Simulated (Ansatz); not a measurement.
**CH6BClGe: one species, many methods**

The task here is to estimate one member of a computed series from the others.

Method: functionals in def2-TZVPP, the program's frozen cores in correlated methods; program: Ansatz 0.2.0, Gaussian basis.

The runs, in order: PBE-D4, r2SCAN-D4, PBE0-D4, B3LYP-D4, ωB97X-V, ωB97M-V, B2PLYP; CCSD(T)/def2-TZVPP; MP2/def2-QZVPP; extrapolation to the limit.

## Structure used throughout

All runs share one geometry, relaxed beforehand with PBE0-D4 in a triple-zeta def2 set.

SMILES `B[CH](Cl)[GeH3]`, 10 atoms, charge 0, spin multiplicity 1.

Atoms are counted from 1 here; the program's logs count them from 0.

Bond lengths: B1–C2 1.520 Å, B1–H5 1.198 Å, B1–H6 1.193 Å, C2–Cl3 1.781 Å, C2–Ge4 2.020 Å, C2–H7 1.090 Å, Ge4–H8 1.531 Å, Ge4–H9 1.534 Å, Ge4–H10 1.535 Å. Angles: C2–B1–H5 117.4°, C2–B1–H6 121.7°, H5–B1–H6 120.6°, B1–C2–Cl3 118.2°, B1–C2–Ge4 99.4°, B1–C2–H7 117.4°, Cl3–C2–Ge4 107.8°, Cl3–C2–H7 108.7°, Ge4–C2–H7 103.4°, C2–Ge4–H8 105.0°, C2–Ge4–H9 109.9°, C2–Ge4–H10 109.5°, H8–Ge4–H9 110.6°, H8–Ge4–H10 111.2°, H9–Ge4–H10 110.5°.

Set-up of the first run:

The input, in.yaml:

```yaml
crystal:
  periodic: [false, false, false]
  atoms:
    - {symbol: B, position_ang: [0.159430, 1.395964, -0.523528]}
    - {symbol: C, position_ang: [0.842579, 0.055662, -0.309137]}
    - {symbol: Cl, position_ang: [2.180089, -0.030105, 0.863145]}
    - {symbol: Ge, position_ang: [-0.710782, -0.987957, 0.451113]}
    - {symbol: H, position_ang: [-0.588815, 1.491685, -1.454579]}
    - {symbol: H, position_ang: [0.271690, 2.288402, 0.260115]}
    - {symbol: H, position_ang: [1.118674, -0.513767, -1.197097]}
    - {symbol: H, position_ang: [-0.091531, -2.274678, 1.004355]}
    - {symbol: H, position_ang: [-1.378525, -0.184487, 1.574446]}
    - {symbol: H, position_ang: [-1.719610, -1.291716, -0.665834]}
basis:
  gaussian: {orbitals: def2-TZVPP}
hamiltonian: {xc: pbe, dispersion: d4}
output: {forces: true, orbitals: {seedname: orbitals}}
```

The run is started by

```sh
$ ansatz run in.yaml --threads 4 --pin off --events-out ev --progress --plain --max-ram 10444MiB
```

Steps of the session up to this table: PBE-D4 (GGA); r2SCAN-D4 (meta-GGA); PBE0-D4 (hybrid); B3LYP-D4 (hybrid); ωB97X-V (range-separated); ωB97M-V (range-separated); B2PLYP (double hybrid); CCSD(T) in def2-TZVPP; MP2 in def2-QZVPP.

One table of the session follows, with a row left open; its other results are not shown here.

It belongs to the step «Atomisation energies». 

| method | atomisation energy (eV) |
| --- | --- |
| PBE-D4 | 32.742 |
| r2SCAN-D4 | 32.666 |
| PBE0-D4 | 32.484 |
| B3LYP-D4 | 32.385 |
| ωB97X-V | 32.618 |
| ωB97M-V | 32.493 |
| B2PLYP | 32.046 |
| HF/def2-TZVPP | 24.373 |
| MP2/def2-TZVPP | 32.020 |
| CCSD/def2-TZVPP | 31.383 |
| CCSD(T)/def2-TZVPP | 31.806 |
| MP2/CBS | ? |
| CCSD(T)/CBS | 32.462 |

Q: Estimate the row for MP2/CBS from the others.

As computed: atomisation energy (eV): 32.676. In the column «atomisation energy (eV)» it lies between r2SCAN-D4 (32.666) and PBE-D4 (32.742).
